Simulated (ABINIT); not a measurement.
**Ta4O: band structure with LDA**

Crystal: Ta4O.

```
Ta O
1.0
     3.25750    0.00000    0.00000
     0.00000    3.25750    0.00000
     0.00000    0.00000    7.40934
Ta O
4 1
Direct
  0.00000 0.00000 0.00000
  0.50000 0.50000 0.21684
  0.50000 0.50000 0.78316
  0.00000 0.00000 0.50000
  0.50000 0.50000 0.50000
```

The cell comes from a database or a generator and needn't be the stable form of this composition.

```json
{
 "Program": "ABINIT 10.8.3 (patched build)",
 "Task": "band structure",
 "Functional": "LDA",
 "Potentials or basis": "JTH PAW LDA v2.0",
 "Cutoff": "626 eV",
 "k mesh": "8 × 8 × 4",
 "Occupations": "fermi-dirac, width 0.05 eV",
 "Spin": "no spin polarisation",
 "Fine-grid cutoff": "1224.51 eV"
}
```

* Pressure: -14.1 GPa
* Largest force: 0.049 eV/Å
* Band gap on the k mesh: none (metal or under the smearing width)
* Valence electrons inside the program's atomic spheres: Ta 10.74, 10.64, 10.52; O 4.55

Forces on the atoms (eV/Å):
```
Ta   0.000  0.000  0.000
Ta   0.000  0.000  0.049
Ta   0.000  0.000 -0.049
Ta   0.000  0.000  0.000
O    0.000  0.000  0.000
```

Stress tensor (GPa, compression positive):
```
-13.93   0.00   0.00
  0.00 -13.93   0.00
  0.00   0.00 -14.51
```

Levels at the corners of the path, in eV from the Fermi level:
| point | band 27 | band 28 | band 29 | band 30 | band 31 | band 32 |
| --- | --- | --- | --- | --- | --- | --- |
| Γ | -0.49 | -0.49 | -0.25 | 0.40 | 1.01 | 1.01 |
| X | -0.93 | -0.64 | 0.19 | 0.85 | 0.90 | 1.39 |
| M | -1.47 | -0.63 | -0.63 | 1.53 | 2.30 | 2.83 |
| Γ | -0.49 | -0.49 | -0.25 | 0.40 | 1.01 | 1.01 |
| Z | -0.56 | -0.56 | 0.08 | 0.63 | 0.66 | 0.66 |
| R | -1.02 | -0.58 | -0.45 | 0.95 | 1.32 | 1.52 |
| A | -1.69 | 0.09 | 0.09 | 1.53 | 1.94 | 1.94 |
| Z | -0.56 | -0.56 | 0.08 | 0.63 | 0.66 | 0.66 |

Run time: 2.3 min on 4 MPI ranks on Intel(R) Xeon(R) 6975P-C (Granite Rapids) (shared host), peak memory 0.6 GiB a rank.

Caveat: spin-orbit coupling is left out, which moves the levels of the heavy elements.
